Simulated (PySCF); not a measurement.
# ScI3: a ladder of methods

How much do the numbers for ScI3 (singlet) hang on the method? All levels run at one geometry, the PBE0 minimum.

Program: PySCF 2.14.0. Level of theory: several methods, basis Sc def2-SVP, I def2-SVP with ECP28, scalar-relativistic core potentials, no spin–orbit coupling, density fitting. These are calculated values, not measurements.

## Step 1: The system as given

4 atoms, charge 0, spin multiplicity 1.

Bond lengths: Sc1–I2 2.633 Å, Sc1–I3 2.633 Å, Sc1–I4 2.633 Å. Angles: I2–Sc1–I3 120.0°, I2–Sc1–I4 120.0°, I3–Sc1–I4 120.0°.

```xyz
4
charge 0 multiplicity 1
Sc    0.0000    0.0000    0.0000
I     2.6325    0.0000    0.0000
I    -1.3162    2.2798    0.0000
I    -1.3163   -2.2798    0.0000
```

## Step 2: Density, ELF and potential

The plane holds Sc1 at (0.00, 0.00), I2 at (2.63, 0.00), I3 at (-1.32, 2.28), I4 at (-1.32, -2.28) Å. Columns run from x = -3.45 to 4.95 Å, rows from y = 4.65 (top) to -4.35 Å, in steps of 0.3 Å. Electrons inside core potentials are absent.

Density (cut at 5 e/Å³):

Ten steps from '0' (0.000 e/Å³) to '9' (5.000 e/Å³), finer at the low end (step k begins (100^(k/10) - 1)/99 of the way up):
```
00000000000000000000000000000
00000000000000000000000000000
00000111110000000000000000000
00001222221100000000000000000
00012344443210000000000000000
00124566654311000000000000000
01235699975421000000000000000
01246899996431000000000000000
01246994996431100000000000000
01245899996432100001110000000
01235689865432111112221100000
00124556655432111233333210000
00112344444443222345554321000
00011233346775333456776532100
00001122358998544579998642100
00000112379999745689999653100
00000112379999745689999653100
00001122358998544579998642100
00011233346775333456776532100
00112344444443222345554321000
00124556655432111233333210000
01235689865432111112221100000
01245899996432100001110000000
01246994996431100000000000000
01246899996431000000000000000
01235699975421000000000000000
00124566654311000000000000000
00012344443210000000000000000
00001222221100000000000000000
00000111110000000000000000000
00000000000000000000000000000
```

ELF (0 where the density is under 0.005 e/Å³):

Ten even steps from '0' (0.00) to '9' (0.86):
```
00000011110000000000000000000
00011234443200000000000000000
00124567766531000000000000000
01346889998753000000000000000
13578998999874200000000000000
24789854579985300000000000000
36898335437986300000000000000
47996397944886300000000000000
57995490763886300012333200000
47996389934886200135666542000
46898424337873112567888764200
35789865578520014789999975310
13578998862110017998789997420
01346787313786117963235898531
00013431149899417725873598631
00000100189778727629066389731
00000100189778727629066389731
00013431149899417725873598631
01346787313786117963235898531
13578998862110017998789997420
35789865578520014789999975310
46898424337873112567888764200
47996389934886200135666542000
57995490763886300012333200000
47996397944886300000000000000
36898335437986300000000000000
24789854579985300000000000000
13578998999874200000000000000
01346889998753000000000000000
00124567766531000000000000000
00011234443200000000000000000
```

Electrostatic potential (cut at 20 V):

Ten steps from '0' (-0.20 V) to '9' (20.00 V), finer at the low end (step k begins (100^(k/10) - 1)/99 of the way up):
```
11111111110000000000111111111
11122222211000000000001111111
11223344332100000000000011111
11234566554210000000000000111
12346788876421000000000000011
12457999997531000000000000001
13469999999752100000000000001
13579999999853211000000000000
13579999999864321100000000000
12579999999865432221211110001
02468999999766544334443321111
01357899998877665556666532211
00235678888998876678998754221
00124567899999987899999875321
00123467899999988999999986422
00123467999999998999999986432
00123467999999998999999986432
00123467899999988999999986422
00124567899999987899999875321
00235678888998876678998754221
01357899998877665556666532211
02468999999766544334443321111
12579999999865432221211110001
13579999999864321100000000000
13579999999853211000000000000
13469999999752100000000000001
12457999997531000000000000001
12346788876421000000000000011
11234566554210000000000000111
11223344332100000000000011111
11122222211000000000001111111
```

Making the fields needed 3.1 s of wall time on 2 threads of Arm Neoverse N1, shared host.

## Step 3: PBE0

One driver script runs all steps and calls PySCF; scf.py shows the equivalent input of each level. Each SCF starts from the density of the minimum. The driver also runs the species with one electron less or more at the same geometry; their logs are not shown.

Input file scf.py:

```python
from pyscf import gto, scf, dft
mol = gto.M(atom='''
Sc     0.000000    -0.000000    -0.000000
I      2.632518    -0.000018     0.000001
I     -1.316244     2.279836     0.000000
I     -1.316274    -2.279818    -0.000001''',
    basis={'Sc': 'def2-SVP', 'I': 'def2-SVP'},
    ecp={'I': 'def2-SVP'},
    charge=0, spin=0)
mf = dft.RKS(mol, xc='PBE0')
mf.grids.atom_grid = (75, 302)
aux = {'Sc': 'def2-universal-JKFIT', 'I': 'def2-universal-JKFIT'}
mf = mf.density_fit(auxbasis=aux)
mf.conv_tol = 1e-08
mf.diis_space = 10
mf.max_cycle = 60
mf.verbose = 4
mf.kernel()
```

Run with:

```console
$ OMP_NUM_THREADS=2 python axn.py task.json out
```

Output:

```text
init E= -1653.78371981181
  HOMO = -0.28223739943959  LUMO = -0.123251605155101  gap/eV = 4.32622
cycle= 1 E= -1653.78371981165  delta_E= 1.61e-10  |g|= 2.35e-05  |ddm|= 4.8e-05
  HOMO = -0.28223744625137  LUMO = -0.123263068979211  gap/eV = 4.32591
Extra cycle  E= -1653.78371981014  delta_E= 1.51e-09  |g|= 6.56e-05  |ddm|= 0.000121
converged SCF energy = -1653.78371981014
```

This level, with the species of one electron less or more, took 10 s.

```
energy                        : -1653.783720 Eh
one electron less (charge +1) : -1653.440456 Eh (doublet, ⟨S²⟩ 0.77)
one electron more (charge -1) : -1653.859638 Eh (doublet, ⟨S²⟩ 0.75)
Mulliken charge of Sc1        : +0.38 e
```

## Step 4: HF

Edit scf.py of step 3 so:

```diff
@@ -10,2 +10 @@
-mf = dft.RKS(mol, xc='PBE0')
-mf.grids.atom_grid = (75, 302)
+mf = scf.RHF(mol)
```

Output:

```text
init E= -1649.8310549854
  HOMO = -0.35770987442231  LUMO = 0.0269027827740658  gap/eV = 10.46584
cycle= 1 E= -1649.86184838003  delta_E= -0.0308  |g|= 0.143  |ddm|= 0.68
  HOMO = -0.370115552779041  LUMO = -0.03534959158001  gap/eV = 9.10945
cycle= 2 E= -1649.86503950336  delta_E= -0.00319  |g|= 0.0995  |ddm|= 0.522
  HOMO = -0.368674858322894  LUMO = -0.00220168462423289  gap/eV = 9.97224
cycle= 3 E= -1649.86910931261  delta_E= -0.00407  |g|= 0.0157  |ddm|= 0.177
  HOMO = -0.369591105764314  LUMO = -0.0054939720638631  gap/eV = 9.90759
cycle= 4 E= -1649.86922391773  delta_E= -0.000115  |g|= 0.00217  |ddm|= 0.0551
  HOMO = -0.369641843210013  LUMO = -0.00593166320651982  gap/eV = 9.89706
cycle= 5 E= -1649.86922897318  delta_E= -5.06e-06  |g|= 0.000655  |ddm|= 0.0117
  HOMO = -0.369640062454428  LUMO = -0.00586005995097109  gap/eV = 9.89896
cycle= 6 E= -1649.86922963124  delta_E= -6.58e-07  |g|= 0.000151  |ddm|= 0.00374
  HOMO = -0.369647279936796  LUMO = -0.00586410861629273  gap/eV = 9.89904
cycle= 7 E= -1649.86922966709  delta_E= -3.59e-08  |g|= 2.83e-05  |ddm|= 0.00071
  HOMO = -0.369646360856346  LUMO = -0.00586529633704942  gap/eV = 9.89899
cycle= 8 E= -1649.86922966823  delta_E= -1.13e-09  |g|= 5.02e-06  |ddm|= 0.000127
  HOMO = -0.369646495173944  LUMO = -0.00586525137386046  gap/eV = 9.89899
Extra cycle  E= -1649.86922966826  delta_E= -2.96e-11  |g|= 2.21e-06  |ddm|= 1.3e-05
converged SCF energy = -1649.86922966826
```

This level, with the species of one electron less or more, took 8.8 s.

| Quantity | Value |
| --- | --- |
| energy | -1649.869230 Eh |
| one electron less (charge +1) | -1649.519972 Eh (doublet, ⟨S²⟩ 0.88) |
| one electron more (charge -1) | -1649.946693 Eh (doublet, ⟨S²⟩ 0.75) |
| Mulliken charge of Sc1 | +0.60 e |

## Step 5: PBE

Edit scf.py of step 4 so:

```diff
@@ -10 +10,2 @@
-mf = scf.RHF(mol)
+mf = dft.RKS(mol, xc='PBE')
+mf.grids.atom_grid = (75, 302)
```

Output:

```text
init E= -1653.6708288981
  HOMO = -0.241468850750071  LUMO = -0.181995271250552  gap/eV = 1.61836
cycle= 1 E= -1653.60863701754  delta_E= 0.0622  |g|= 0.448  |ddm|= 0.581
  HOMO = -0.243675883372841  LUMO = -0.0353340367294663  gap/eV = 5.66927
cycle= 2 E= -1653.26246444571  delta_E= 0.346  |g|= 0.886  |ddm|= 2.03
  HOMO = -0.24123261300099  LUMO = -0.160285936332641  gap/eV = 2.20267
cycle= 3 E= -1653.66325304288  delta_E= -0.401  |g|= 0.184  |ddm|= 1.82
  HOMO = -0.239593070527087  LUMO = -0.16444964450292  gap/eV = 2.04476
cycle= 4 E= -1653.66627224348  delta_E= -0.00302  |g|= 0.157  |ddm|= 0.183
  HOMO = -0.241910054745419  LUMO = -0.153751342365217  gap/eV = 2.39892
cycle= 5 E= -1653.67539305067  delta_E= -0.00912  |g|= 0.0073  |ddm|= 0.176
  HOMO = -0.2408984667661  LUMO = -0.152372227905968  gap/eV = 2.40892
cycle= 6 E= -1653.67539852883  delta_E= -5.48e-06  |g|= 0.00481  |ddm|= 0.017
  HOMO = -0.240929838486743  LUMO = -0.152758973912624  gap/eV = 2.39925
cycle= 7 E= -1653.67540779493  delta_E= -9.27e-06  |g|= 0.000237  |ddm|= 0.00574
  HOMO = -0.240943305852731  LUMO = -0.152792885772232  gap/eV = 2.39870
cycle= 8 E= -1653.67540781763  delta_E= -2.27e-08  |g|= 1.97e-05  |ddm|= 0.000345
  HOMO = -0.240943093308938  LUMO = -0.152793837596554  gap/eV = 2.39866
cycle= 9 E= -1653.67540781773  delta_E= -9.82e-11  |g|= 1.23e-05  |ddm|= 4.38e-05
  HOMO = -0.24094301247863  LUMO = -0.152795110638734  gap/eV = 2.39863
Extra cycle  E= -1653.67540781745  delta_E= 2.71e-10  |g|= 2.73e-05  |ddm|= 7e-05
converged SCF energy = -1653.67540781745
```

This level, with the species of one electron less or more, took 25 s.

- energy: -1653.675408 Eh
- one electron less (charge +1): -1653.348886 Eh (doublet, ⟨S²⟩ 0.75)
- one electron more (charge -1): -1653.738519 Eh (doublet, ⟨S²⟩ 0.75)
- Mulliken charge of Sc1: +0.33 e

## Step 6: B3LYP

Edit scf.py of step 5 so:

```diff
@@ -10 +10 @@
-mf = dft.RKS(mol, xc='PBE')
+mf = dft.RKS(mol, xc='B3LYP')
```

Output:

```text
init E= -1654.22922189453
  HOMO = -0.271236144911376  LUMO = -0.138209676171954  gap/eV = 3.61983
cycle= 1 E= -1654.22946930881  delta_E= -0.000247  |g|= 0.0378  |ddm|= 0.186
  HOMO = -0.270415656080404  LUMO = -0.117792750191101  gap/eV = 4.15308
cycle= 2 E= -1654.22490199053  delta_E= 0.00457  |g|= 0.11  |ddm|= 0.206
  HOMO = -0.270494816825339  LUMO = -0.132494620647122  gap/eV = 3.75518
cycle= 3 E= -1654.23001534359  delta_E= -0.00511  |g|= 0.00688  |ddm|= 0.158
  HOMO = -0.270676649031709  LUMO = -0.132666054508986  gap/eV = 3.75546
cycle= 4 E= -1654.23002942162  delta_E= -1.41e-05  |g|= 0.00206  |ddm|= 0.00832
  HOMO = -0.270723313560343  LUMO = -0.132452654045164  gap/eV = 3.76254
cycle= 5 E= -1654.23003109326  delta_E= -1.67e-06  |g|= 0.000272  |ddm|= 0.00253
  HOMO = -0.27070659874274  LUMO = -0.132417480148959  gap/eV = 3.76304
cycle= 6 E= -1654.23003112004  delta_E= -2.68e-08  |g|= 8.32e-05  |ddm|= 0.000336
  HOMO = -0.270708190943746  LUMO = -0.132405070344161  gap/eV = 3.76342
cycle= 7 E= -1654.23003112275  delta_E= -2.71e-09  |g|= 6.45e-06  |ddm|= 0.000131
  HOMO = -0.270708519137018  LUMO = -0.132408257272053  gap/eV = 3.76334
Extra cycle  E= -1654.2300311226  delta_E= 1.46e-10  |g|= 2.08e-05  |ddm|= 3.71e-05
converged SCF energy = -1654.2300311226
```

This level, with the species of one electron less or more, needed 17 s of wall time on 2 threads of Arm Neoverse N1, shared host.

```
energy                        : -1654.230031 Eh
one electron less (charge +1) : -1653.892167 Eh (doublet, ⟨S²⟩ 0.76)
one electron more (charge -1) : -1654.303738 Eh (doublet, ⟨S²⟩ 0.75)
Mulliken charge of Sc1        : +0.40 e
```

## Step 7: r2SCAN

Edit scf.py of step 6 so:

```diff
@@ -10,2 +10,2 @@
-mf = dft.RKS(mol, xc='B3LYP')
-mf.grids.atom_grid = (75, 302)
+mf = dft.RKS(mol, xc='R2SCAN')
+mf.grids.atom_grid = (90, 434)
```

Output:

```text
init E= -1654.25751121857
  HOMO = -0.255189983316075  LUMO = -0.165099625689431  gap/eV = 2.45148
cycle= 1 E= -1654.252800615  delta_E= 0.00471  |g|= 0.132  |ddm|= 0.242
  HOMO = -0.255064077795484  LUMO = -0.100823764451529  gap/eV = 4.19709
cycle= 2 E= -1654.18683305375  delta_E= 0.066  |g|= 0.39  |ddm|= 0.727
  HOMO = -0.254497619158492  LUMO = -0.154339038444244  gap/eV = 2.72545
cycle= 3 E= -1654.25873674  delta_E= -0.0719  |g|= 0.0415  |ddm|= 0.619
  HOMO = -0.254170851635069  LUMO = -0.154182478641057  gap/eV = 2.72082
cycle= 4 E= -1654.25918724711  delta_E= -0.000451  |g|= 0.022  |ddm|= 0.0355
  HOMO = -0.254618358927637  LUMO = -0.152462509061938  gap/eV = 2.77980
cycle= 5 E= -1654.2593807454  delta_E= -0.000193  |g|= 0.00145  |ddm|= 0.0255
  HOMO = -0.254440956529913  LUMO = -0.152157228766895  gap/eV = 2.78328
cycle= 6 E= -1654.2593813632  delta_E= -6.18e-07  |g|= 0.000546  |ddm|= 0.00301
  HOMO = -0.25444196684286  LUMO = -0.152205377049275  gap/eV = 2.78200
cycle= 7 E= -1654.25938148167  delta_E= -1.18e-07  |g|= 4.61e-05  |ddm|= 0.000652
  HOMO = -0.25444281025671  LUMO = -0.152209719552602  gap/eV = 2.78190
cycle= 8 E= -1654.25938148237  delta_E= -6.99e-10  |g|= 1.91e-05  |ddm|= 7.82e-05
  HOMO = -0.254442886006007  LUMO = -0.152212839519665  gap/eV = 2.78182
Extra cycle  E= -1654.25938148185  delta_E= 5.19e-10  |g|= 3.99e-05  |ddm|= 9.84e-05
converged SCF energy = -1654.25938148185
```

This level, with the species of one electron less or more, took 39 s.

| Property | Result |
| --- | --- |
| energy | -1654.259381 Eh |
| one electron less (charge +1) | -1653.921706 Eh (doublet, ⟨S²⟩ 0.76) |
| one electron more (charge -1) | -1654.330918 Eh (doublet, ⟨S²⟩ 0.75) |
| Mulliken charge of Sc1 | +0.44 e |

## Step 8: TPSSh

Edit scf.py of step 7 so:

```diff
@@ -10 +10 @@
-mf = dft.RKS(mol, xc='R2SCAN')
+mf = dft.RKS(mol, xc='TPSSH')
```

Output:

```text
init E= -1653.68195538973
  HOMO = -0.261118591043626  LUMO = -0.147661434143094  gap/eV = 3.08733
cycle= 1 E= -1653.67915152762  delta_E= 0.0028  |g|= 0.104  |ddm|= 0.179
  HOMO = -0.263395885743877  LUMO = -0.0997111995480558  gap/eV = 4.45409
cycle= 2 E= -1653.6447079038  delta_E= 0.0344  |g|= 0.293  |ddm|= 0.544
  HOMO = -0.262544339557931  LUMO = -0.140146184728493  gap/eV = 3.33062
cycle= 3 E= -1653.68267747328  delta_E= -0.038  |g|= 0.0294  |ddm|= 0.454
  HOMO = -0.261589541315538  LUMO = -0.138325035573158  gap/eV = 3.35420
cycle= 4 E= -1653.6829719066  delta_E= -0.000294  |g|= 0.00992  |ddm|= 0.0284
  HOMO = -0.261914287389347  LUMO = -0.137508595265485  gap/eV = 3.38525
cycle= 5 E= -1653.68301004245  delta_E= -3.81e-05  |g|= 0.000425  |ddm|= 0.0122
  HOMO = -0.261844092821026  LUMO = -0.13738548722093  gap/eV = 3.38669
cycle= 6 E= -1653.68301008159  delta_E= -3.91e-08  |g|= 0.00026  |ddm|= 0.00104
  HOMO = -0.261848816387984  LUMO = -0.137420380825927  gap/eV = 3.38587
cycle= 7 E= -1653.68301010922  delta_E= -2.76e-08  |g|= 3.32e-05  |ddm|= 0.000334
  HOMO = -0.261848958764403  LUMO = -0.137424313507017  gap/eV = 3.38577
cycle= 8 E= -1653.68301010965  delta_E= -4.31e-10  |g|= 1.67e-06  |ddm|= 4.4e-05
  HOMO = -0.261848948514983  LUMO = -0.137425153265932  gap/eV = 3.38574
Extra cycle  E= -1653.68301010964  delta_E= 1.18e-11  |g|= 5.87e-06  |ddm|= 9.69e-06
converged SCF energy = -1653.68301010964
```

This level, with the species of one electron less or more, took 64 s.

| Item | Value |
| --- | --- |
| energy | -1653.683010 Eh |
| one electron less (charge +1) | -1653.346251 Eh (doublet, ⟨S²⟩ 0.76) |
| one electron more (charge -1) | -1653.752934 Eh (doublet, ⟨S²⟩ 0.75) |
| Mulliken charge of Sc1 | +0.42 e |

## Step 9: M06-2X

Edit scf.py of step 8 so:

```diff
@@ -10 +10 @@
-mf = dft.RKS(mol, xc='TPSSH')
+mf = dft.RKS(mol, xc='M062X')
```

Output:

```text
init E= -1653.68397036553
  HOMO = -0.320859322114111  LUMO = -0.0778388885904194  gap/eV = 6.61292
cycle= 1 E= -1653.68414201343  delta_E= -0.000172  |g|= 0.102  |ddm|= 0.28
  HOMO = -0.324203607379118  LUMO = -0.136876801384233  gap/eV = 5.09742
cycle= 2 E= -1653.67015406765  delta_E= 0.014  |g|= 0.217  |ddm|= 0.504
  HOMO = -0.323588258287707  LUMO = -0.100999159920029  gap/eV = 6.05696
cycle= 3 E= -1653.68843963873  delta_E= -0.0183  |g|= 0.00272  |ddm|= 0.31
  HOMO = -0.323344210401369  LUMO = -0.100377307998563  gap/eV = 6.06724
cycle= 4 E= -1653.68844324059  delta_E= -3.6e-06  |g|= 0.00148  |ddm|= 0.00819
  HOMO = -0.323490606384819  LUMO = -0.100699163455377  gap/eV = 6.06246
cycle= 5 E= -1653.68844412627  delta_E= -8.86e-07  |g|= 0.000318  |ddm|= 0.00364
  HOMO = -0.323479304397818  LUMO = -0.100766241983384  gap/eV = 6.06033
cycle= 6 E= -1653.68844420554  delta_E= -7.93e-08  |g|= 6.2e-05  |ddm|= 0.00134
  HOMO = -0.323484476650918  LUMO = -0.100762615760705  gap/eV = 6.06057
cycle= 7 E= -1653.68844420867  delta_E= -3.14e-09  |g|= 2.42e-05  |ddm|= 0.000192
  HOMO = -0.323483821078522  LUMO = -0.100750967441058  gap/eV = 6.06087
Extra cycle  E= -1653.68844420836  delta_E= 3.16e-10  |g|= 3.97e-05  |ddm|= 0.000104
converged SCF energy = -1653.68844420836
```

This level, with the species of one electron less or more, took 34 s.

* energy: -1653.688444 Eh
* one electron less (charge +1): -1653.328356 Eh (doublet, ⟨S²⟩ 0.79)
* one electron more (charge -1): -1653.780635 Eh (doublet, ⟨S²⟩ 0.75)
* Mulliken charge of Sc1: +0.42 e

## Step 10: CAM-B3LYP

Edit scf.py of step 9 so:

```diff
@@ -10,2 +10,2 @@
-mf = dft.RKS(mol, xc='M062X')
-mf.grids.atom_grid = (90, 434)
+mf = dft.RKS(mol, xc='CAMB3LYP')
+mf.grids.atom_grid = (75, 302)
```

Output:

```text
init E= -1653.95946
  HOMO = -0.323199930420894  LUMO = -0.0797475454787938  gap/eV = 6.62468
cycle= 1 E= -1653.95953350576  delta_E= -7.35e-05  |g|= 0.0459  |ddm|= 0.138
  HOMO = -0.323016175995083  LUMO = -0.10642864534607  gap/eV = 5.89365
cycle= 2 E= -1653.95706026745  delta_E= 0.00247  |g|= 0.0928  |ddm|= 0.203
  HOMO = -0.322961225291025  LUMO = -0.0893572039169398  gap/eV = 6.35669
cycle= 3 E= -1653.96037716362  delta_E= -0.00332  |g|= 0.00108  |ddm|= 0.128
  HOMO = -0.323031654933715  LUMO = -0.089148577958059  gap/eV = 6.36428
cycle= 4 E= -1653.96037811311  delta_E= -9.49e-07  |g|= 0.000562  |ddm|= 0.00329
  HOMO = -0.323041565022516  LUMO = -0.0892584775861712  gap/eV = 6.36156
cycle= 5 E= -1653.96037832832  delta_E= -2.15e-07  |g|= 0.000132  |ddm|= 0.00188
  HOMO = -0.323048155373715  LUMO = -0.0892739810514491  gap/eV = 6.36132
cycle= 6 E= -1653.96037834495  delta_E= -1.66e-08  |g|= 2.85e-05  |ddm|= 0.000492
  HOMO = -0.323046268824447  LUMO = -0.0892724886225049  gap/eV = 6.36131
cycle= 7 E= -1653.96037834619  delta_E= -1.24e-09  |g|= 9.81e-06  |ddm|= 0.000144
  HOMO = -0.323047926877958  LUMO = -0.0892705235361507  gap/eV = 6.36141
Extra cycle  E= -1653.96037834618  delta_E= 8.64e-12  |g|= 1.14e-05  |ddm|= 3.1e-05
converged SCF energy = -1653.96037834618
```

This level, with the species of one electron less or more, needed 21 s of wall time on 2 threads of Arm Neoverse N1, shared host.

| Item | Value |
| --- | --- |
| energy | -1653.960378 Eh |
| one electron less (charge +1) | -1653.608178 Eh (doublet, ⟨S²⟩ 0.78) |
| one electron more (charge -1) | -1654.043233 Eh (doublet, ⟨S²⟩ 0.75) |
| Mulliken charge of Sc1 | +0.39 e |

## Step 11: All levels side by side

| level | atomisation energy (kJ/mol) | vertical ionisation energy (eV) | vertical electron affinity (eV) | −ε(HOMO) (eV) | gap (eV) | wall time |
| --- | --- | --- | --- | --- | --- | --- |
| PBE0 | 1077 | 9.34 | 2.07 | 7.68 | 4.33 | 10 s |
| HF | 766 | 9.50 | 2.11 | 10.06 | 9.90 | 8.8 s |
| PBE | 1129 | 8.89 | 1.72 | 6.56 | 2.40 | 25 s |
| B3LYP | 1032 | 9.19 | 2.01 | 7.37 | 3.76 | 17 s |
| r2SCAN | – | 9.19 | 1.95 | 6.92 | 2.78 | 39 s |
| TPSSh | 1109 | 9.16 | 1.90 | 7.13 | 3.39 | 64 s |
| M06-2X | 978 | 9.80 | 2.51 | 8.80 | 6.06 | 34 s |
| CAM-B3LYP | 1016 | 9.58 | 2.25 | 8.79 | 6.36 | 21 s |

Times are for 2 threads of Arm Neoverse N1, shared host; PBE0 starts from its own converged density, so its time is not comparable. A dash stands where a species or a free atom was not run at that level, or the quantity is not defined.

Atomisation goes to high-spin atoms in their ground configurations, run at the same level, without zero-point energy.

## Step 12: Results

| quantity | value |
| --- | --- |
| atomisation energy, range | 766 (HF) to 1129 (PBE) kJ/mol |
| vertical ionisation energy, range | 8.89 (PBE) to 9.80 (M06-2X) eV |
| vertical electron affinity, range | 1.72 (PBE) to 2.51 (M06-2X) eV |
| orbital gap, range | 2.40 (PBE) to 9.90 (HF) eV |

In words: The atomisation energy spreads over 363 kJ/mol, from HF to PBE; without a CCSD(T) value for it there is no yardstick here. Without diffuse functions electron affinities tend to come out too low. The stability of the closed-shell solution was not tested. Spin–orbit coupling is left out.
